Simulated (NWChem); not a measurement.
**B2PH5S (SMILES BSBP) at 5 levels**

We compute a comparison of 5 runs (HF/STO-3G, HF/3-21G, HF/def2-SVPD, B3LYP/6-31G*) of B2PH5S. 

The calculation is run with NWChem 7.3.0.

## 1. The molecule

The species is B2PH5S (9 atoms), meant as a singlet with charge 0. SMILES: `BSBP`. Geometry: relaxed at GFN2-xTB. This is one conformer, not always the lowest.

Bond lengths: B1–S2 1.768 Å, S2–B3 1.800 Å, B3–P4 1.868 Å, B1–H5 1.166 Å, B1–H6 1.167 Å, B3–H7 1.170 Å, P4–H8 1.379 Å, P4–H9 1.378 Å. Angles: B1–S2–B3 105.3°, S2–B3–P4 119.8°, S2–B1–H5 117.0°, S2–B1–H6 120.5°, S2–B3–H7 119.4°, P4–B3–H7 120.3°, B3–P4–H8 100.4°, B3–P4–H9 101.2°, H5–B1–H6 122.5°, H8–P4–H9 96.6°.

## 2. Energy and forces at HF/STO-3G (run 1)

File b2h5ps.nw:

```
start b2h5ps
memory 2200 mb
charge 0
geometry noautosym nocenter noautoz
  B    -0.901870    2.030210    0.454040
  S    -0.818780    0.639700   -0.635190
  B     0.347670   -0.497090    0.131860
  P     0.375290   -2.290710   -0.389520
  H    -1.622180    2.896120    0.152300
  H    -0.271860    2.051300    1.436050
  H     0.981840   -0.138670    1.047120
  H     1.735130   -2.512820   -0.448080
  H     0.174770   -2.178040   -1.748580
end
basis spherical bse
  B library STO-3G
  S library STO-3G
  P library STO-3G
  H library STO-3G
end
scf
  thresh 1e-08
  maxiter 80
end
task scf gradient
```

Started as:

```sh
$ nwchem b2h5ps.nw > b2h5ps.out
```

Log:

```text
[...]
  functions       =    33
[...]
  wavefunction    = RHF
[...]
         Total SCF energy =   -781.791023448725
      One-electron energy =  -1419.934946118901
      Two-electron energy =    469.867223568282
 Nuclear repulsion energy =    168.276699101894
        Time for solution =      1.6s
[...]
                         RHF ENERGY GRADIENTS
    atom               coordinates                        gradient
                 x          y          z           x          y          z
   1 B      -1.704287   3.836541   0.858011   -0.003377   0.007210   0.002872
   2 S      -1.547270   1.208858  -1.200335   -0.005262   0.002176  -0.006529
   3 B       0.657001  -0.939364   0.249179    0.006532  -0.008803   0.000660
   4 P       0.709195  -4.328814  -0.736086   -0.001639   0.003667  -0.001294
   5 H      -3.065476   5.472873   0.287805   -0.004152   0.001813  -0.004663
   6 H      -0.513741   3.876395   2.713741    0.004634  -0.004459   0.004322
   7 H       1.855409  -0.262048   1.978770    0.003253   0.003482   0.006258
   8 H       3.278920  -4.748541  -0.846748    0.001207  -0.002529  -0.000296
   9 H       0.330267  -4.115899  -3.304337   -0.001196  -0.002556  -0.001330
[...]
```

It took 2.9 s on 1 thread of Intel Xeon Platinum 8488C (Sapphire Rapids), shared host; peak memory 0.096 GiB.

## 3. Energy and gradient at HF/3-21G (run 2)

File b2h5ps.xyz:

```xyz
9
B2H5PS
B     -0.901870     2.030210     0.454040
S     -0.818780     0.639700    -0.635190
B      0.347670    -0.497090     0.131860
P      0.375290    -2.290710    -0.389520
H     -1.622180     2.896120     0.152300
H     -0.271860     2.051300     1.436050
H      0.981840    -0.138670     1.047120
H      1.735130    -2.512820    -0.448080
H      0.174770    -2.178040    -1.748580
```

File run.py:

```python
from ase.io import read
from ase.calculators.nwchem import NWChem

atoms = read('b2h5ps.xyz')

calc = NWChem(
    label='b2h5ps',
    theory='scf',
    memory='2200 mb',
    basis='3-21G',
    basispar='spherical bse',
    scf={'nopen': '0', 'rhf': None, 'thresh': '1e-08', 'maxiter': '80'},
)
atoms.calc = calc

forces = atoms.get_forces()
print(f"energy = {atoms.get_potential_energy():.6f} eV")
print("forces (eV/A):")
for s, f in zip(atoms.symbols, forces):
    print(f"{s:2s} {f[0]:10.5f} {f[1]:10.5f} {f[2]:10.5f}")
print("dipole (e A):", atoms.get_dipole_moment().round(4))
```

Started as:

```sh
$ export ASE_NWCHEM_COMMAND="nwchem PREFIX.nwi > PREFIX.nwo"
$ python run.py
```

Log:

```text
energy = -21402.997997 eV
forces (eV/A):
B    -0.23207    1.09215    0.56878
S    -0.43765   -0.50183   -1.13540
B     0.23562   -0.13107    0.49504
P    -0.33687   -0.57156    0.32129
H    -0.21957    0.33903   -0.03497
H     0.23901    0.04433    0.32247
H     0.16743    0.12866    0.20728
H     0.93465   -0.32751    0.16800
H    -0.35049   -0.07225   -0.91248
dipole (e A): [0.2967 0.137  0.1008]
```

The calculator wrote b2h5ps.nwi:

```
title "b2h5ps"

permanent_dir b2h5ps

scratch_dir b2h5ps

start b2h5ps

geometry units angstrom nocenter noautosym noautoz
  B  -9.0186999999999995e-01 2.0302099999999998e+00 4.5404000000000000e-01
  S  -8.1877999999999995e-01 6.3970000000000005e-01 -6.3519000000000003e-01
  B  3.4766999999999998e-01 -4.9708999999999998e-01 1.3186000000000000e-01
  P  3.7529000000000001e-01 -2.2907099999999998e+00 -3.8951999999999998e-01
  H  -1.6221800000000000e+00 2.8961199999999998e+00 1.5229999999999999e-01
  H  -2.7185999999999999e-01 2.0512999999999999e+00 1.4360500000000000e+00
  H  9.8184000000000005e-01 -1.3866999999999999e-01 1.0471200000000001e+00
  H  1.7351300000000001e+00 -2.5128200000000001e+00 -4.4807999999999998e-01
  H  1.7477000000000001e-01 -2.1780400000000002e+00 -1.7485800000000000e+00
end

memory 2200 mb

basis spherical bse noprint
   * library 3-21G
end

scf
  nopen 0
  rhf
  thresh 1e-08
  maxiter 80
end

task scf gradient
```

b2h5ps.nwo:

```text
Northwest Computational Chemistry Package (NWChem) 7.3.0
             --------------------------------------------------------

           Job information
           ---------------

    nwchem branch   = 7.3.0
    use scalapack   = T
    input           = b2h5ps.nwi
    prefix          = b2h5ps.
    data base       = b2h5ps/b2h5ps.db
    status          = startup
    nproc           =        1

           Memory information
           ------------------

    heap     =     72089598 doubles =      550.0 Mbytes
    stack    =     72089595 doubles =      550.0 Mbytes
    global   =    144179200 doubles =     1100.0 Mbytes (distinct from heap & stack)
    total    =    288358393 doubles =     2200.0 Mbytes
    verify   = yes
    hardfail = no

[... 134 lines left out ...]
 Convergence threshold     :          1.000E-08
[... 12 lines left out ...]
       Final RHF  results
[... 3 lines left out ...]
      One-electron energy =  -1420.261860583026
[... 1 line left out ...]
 Nuclear repulsion energy =    168.276699101894
[... 41 lines left out ...]
                       ROHF Final Molecular Orbital Analysis
[... 213 lines left out ...]
                         RHF ENERGY GRADIENTS

    atom               coordinates                        gradient
                 x          y          z           x          y          z
   1 B      -1.704287   3.836541   0.858011    0.004513  -0.021239  -0.011061
   2 S      -1.547270   1.208858  -1.200335    0.008511   0.009759   0.022080
   3 B       0.657001  -0.939364   0.249179   -0.004582   0.002549  -0.009627
[... 5 lines of this table left out ...]
   9 H       0.330267  -4.115899  -3.304337    0.006816   0.001405   0.017745

                 ----------------------------------------
                 |  Time  |  1-e(secs)   |  2-e(secs)   |
                 ----------------------------------------
                 |  CPU   |       0.00   |       0.63   |
                 ----------------------------------------
                 |  WALL  |       0.00   |       0.63   |
                 ----------------------------------------

 Task  times  cpu:        2.7s     wall:        2.7s
 Total times  cpu:        2.7s     wall:        2.7s
```

Wall time 4.2 s (1 thread of Intel Xeon Platinum 8488C (Sapphire Rapids), shared host); peak memory 0.096 GiB.

Run 3 isn't shown in full; the table further down has it.

## 4. Energy and gradient at B3LYP/6-31G(d) (spherical functions) (run 4)

File sp.xyz:

```xyz
9
B2H5PS
B     -0.901870     2.030210     0.454040
S     -0.818780     0.639700    -0.635190
B      0.347670    -0.497090     0.131860
P      0.375290    -2.290710    -0.389520
H     -1.622180     2.896120     0.152300
H     -0.271860     2.051300     1.436050
H      0.981840    -0.138670     1.047120
H      1.735130    -2.512820    -0.448080
H      0.174770    -2.178040    -1.748580
```

Changes to run.py since step 3:

```diff
@@ -3,11 +3,11 @@
 
-atoms = read('b2h5ps.xyz')
+atoms = read('sp.xyz')
 
 calc = NWChem(
-    label='b2h5ps',
-    theory='scf',
+    label='sp',
+    theory='dft',
     memory='2200 mb',
-    basis='3-21G',
+    basis='6-31G*',
     basispar='spherical bse',
-    scf={'nopen': '0', 'rhf': None, 'thresh': '1e-08', 'maxiter': '80'},
+    dft={'xc': 'b3lyp', 'mult': '1', 'grid': 'xfine', 'convergence': 'energy 1e-08', 'iterations': '100', 'mulliken': None},
 )
```

Started as:

```sh
$ export ASE_NWCHEM_COMMAND="nwchem PREFIX.nwi > PREFIX.nwo"
$ python run.py
```

Log:

```text
energy = -21558.697002 eV
forces (eV/A):
B     0.07806    0.15504    0.20888
S    -0.39893   -0.29120   -0.81982
B    -0.02787   -0.00982    0.03713
P    -0.54800   -0.38237    0.60544
H    -0.41472    0.50903   -0.16717
H     0.35106    0.06099    0.52240
H     0.29917    0.15653    0.44789
H     0.91902   -0.20913    0.09343
H    -0.25773    0.01095   -0.92822
dipole (e A): [ 0.2044 -0.0017 -0.0321]
```

The calculator wrote sp.nwi:

```
title "sp"

permanent_dir sp

scratch_dir sp

start sp

geometry units angstrom nocenter noautosym noautoz
  B  -9.0186999999999995e-01 2.0302099999999998e+00 4.5404000000000000e-01
  S  -8.1877999999999995e-01 6.3970000000000005e-01 -6.3519000000000003e-01
  B  3.4766999999999998e-01 -4.9708999999999998e-01 1.3186000000000000e-01
  P  3.7529000000000001e-01 -2.2907099999999998e+00 -3.8951999999999998e-01
  H  -1.6221800000000000e+00 2.8961199999999998e+00 1.5229999999999999e-01
  H  -2.7185999999999999e-01 2.0512999999999999e+00 1.4360500000000000e+00
  H  9.8184000000000005e-01 -1.3866999999999999e-01 1.0471200000000001e+00
  H  1.7351300000000001e+00 -2.5128200000000001e+00 -4.4807999999999998e-01
  H  1.7477000000000001e-01 -2.1780400000000002e+00 -1.7485800000000000e+00
end

memory 2200 mb

basis spherical bse noprint
   * library 6-31G*
end

dft
  xc b3lyp
  mult 1
  grid xfine
  convergence energy 1e-08
  iterations 100
  mulliken
end

task dft gradient
```

sp.nwo:

```text
Northwest Computational Chemistry Package (NWChem) 7.3.0
             --------------------------------------------------------

           Job information
           ---------------

    nwchem branch   = 7.3.0
    use scalapack   = T
    input           = sp.nwi
    prefix          = sp.
    data base       = sp/sp.db
    status          = startup
    nproc           =        1

           Memory information
           ------------------

    heap     =     72089598 doubles =      550.0 Mbytes
    stack    =     72089595 doubles =      550.0 Mbytes
    global   =    144179200 doubles =     1100.0 Mbytes (distinct from heap & stack)
    total    =    288358393 doubles =     2200.0 Mbytes
    verify   = yes
    hardfail = no

[... 105 lines left out ...]
  convergence criterion.
[... 41 lines left out ...]
          Spatial weights used:  Erf1
[... 74 lines left out ...]
         Total DFT energy =     -792.267508253442
[... 3 lines left out ...]
 Nuclear repulsion energy =      168.276699101894
[... 588 lines left out ...]
          Convergence on gradient requested:  5.00D-04
[... 28 lines left out ...]
          total energy or number of iterations.
[... 26 lines left out ...]
                         DFT ENERGY GRADIENTS

    atom               coordinates                        gradient
                 x          y          z           x          y          z
   1 B      -1.704287   3.836541   0.858011   -0.001518  -0.003015  -0.004062
   2 S      -1.547270   1.208858  -1.200335    0.007758   0.005663   0.015943
   3 B       0.657001  -0.939364   0.249179    0.000542   0.000191  -0.000722
[... 5 lines of this table left out ...]
   9 H       0.330267  -4.115899  -3.304337    0.005012  -0.000213   0.018051

                 ----------------------------------------
                 |  Time  |  1-e(secs)   |  2-e(secs)   |
                 ----------------------------------------
                 |  CPU   |       0.01   |       4.04   |
                 ----------------------------------------
                 |  WALL  |       0.01   |       4.04   |
                 ----------------------------------------

 Task  times  cpu:       36.9s     wall:       36.9s
 Total times  cpu:       36.9s     wall:       36.9s
```

Wall time 38 s (1 thread of Intel Xeon Platinum 8488C (Sapphire Rapids), shared host); peak memory 0.14 GiB.

## 5. Energy and gradient at B3LYP/6-31G(d) (Cartesian functions) (run 5)

File b2h5ps.nw:

```
start b2h5ps
memory 2200 mb
charge 0

geometry noautosym nocenter noautoz
  B       -0.901870       2.030210       0.454040
  S       -0.818780       0.639700      -0.635190
  B        0.347670      -0.497090       0.131860
  P        0.375290      -2.290710      -0.389520
  H       -1.622180       2.896120       0.152300
  H       -0.271860       2.051300       1.436050
  H        0.981840      -0.138670       1.047120
  H        1.735130      -2.512820      -0.448080
  H        0.174770      -2.178040      -1.748580
end

basis cartesian
  * library 6-31G*
end

dft
  xc b3lyp
  grid xfine
  convergence energy 1e-08
  maxiter 100
  mulliken
  print medium
end

task dft gradient
```

Started as:

```sh
$ nwchem b2h5ps.nw > b2h5ps.out
```

Log:

```text
[...]
          Wavefunction type:  closed shell.
          No. of atoms     :     9
          No. of electrons :    46
[...]
          Charge           :     0
          Spin multiplicity:     1
[...]
          AO basis - number of functions:    78
[...]
              XC Information
              --------------
                         B3LYP Method XC Potential
                     Hartree-Fock (Exact) Exchange  0.200
                        Slater Exchange Functional  0.800 local
                    Becke 1988 Exchange Functional  0.720 non-local
              Lee-Yang-Parr Correlation Functional  0.810
                  VWN I RPA Correlation Functional  0.190 local
[...]
 d= 0,ls=0.0,diis     1   -792.2181330321 -9.60D+02  1.09D-02  4.95D-01     3.6
[...]
 d= 0,ls=0.0,diis    10   -792.2738114068 -1.20D-09  3.41D-07  4.32D-10    30.5
         Total DFT energy =     -792.273811406769
      One electron energy =    -1425.770106046393
           Coulomb energy =      524.222612779545
    Exchange-Corr. energy =      -59.003017241815
 Nuclear repulsion energy =      168.276699101894
[...]
  wavefunction    = closed shell
                         DFT ENERGY GRADIENTS
    atom               coordinates                        gradient
                 x          y          z           x          y          z
   1 B      -1.704287   3.836541   0.858011   -0.001513  -0.003161  -0.004179
   2 S      -1.547270   1.208858  -1.200335    0.007836   0.005675   0.016077
   3 B       0.657001  -0.939364   0.249179    0.000453   0.000247  -0.000828
   4 P       0.709195  -4.328814  -0.736086    0.010629   0.007425  -0.011763
   5 H      -3.065476   5.472873   0.287805    0.008037  -0.009860   0.003242
   6 H      -0.513741   3.876395   2.713741   -0.006801  -0.001178  -0.010111
   7 H       1.855409  -0.262048   1.978770   -0.005791  -0.003033  -0.008675
   8 H       3.278920  -4.748541  -0.846748   -0.017869   0.004084  -0.001817
   9 H       0.330267  -4.115899  -3.304337    0.005019  -0.000200   0.018055
[...]
```

Run time: 39 s. Hardware: 1 thread of Intel Xeon Platinum 8488C (Sapphire Rapids), shared host; peak memory 0.14 GiB.

## 6. Overview of the runs

```csv
run,level,iteration cap,module,energy (Eh),dipole moment (D),HOMO energy (eV),LUMO energy (eV),wall time
1,HF/STO-3G,80,scf,-781.791023,0.80,-7.42,5.94,2.9 s
2,HF/3-21G,80,scf,-786.545675,1.64,-10.08,1.43,4.2 s
3,HF/def2-SVPD,80,scf,-790.309586,–,–,–,46 s
4,B3LYP/6-31G* (spherical functions),100,dft,-792.267508,0.99,-7.27,-2.09,38 s
5,B3LYP/6-31G* (Cartesian functions),100,dft,-792.273811,1.00,-7.27,-2.09,39 s
```

## 7. What came out

| quantity | value |
| --- | --- |
| run 5: total energy | -792.27381 Eh |
| run 5: dipole moment | 1.00 D |
| run 5: HOMO energy | -7.27 eV |
| run 5: LUMO energy | -2.09 eV |
| run 5: HOMO–LUMO gap | 5.18 eV |
| run 5: largest force on an atom | 0.965 eV/Å |

In words: Over runs 1, 2, 4, 5 the dipole moment (its size) runs from 0.80 D (HF/STO-3G) to 1.64 D (HF/3-21G). Over runs 1, 2, 4, 5 the HOMO–LUMO gap runs from 5.18 eV (B3LYP/6-31G*) to 13.37 eV (HF/STO-3G). The two ends differ in method and basis. In run 1 the basis is minimal, so the values are rough. All runs together took 2.2 min, the longest 46 s.
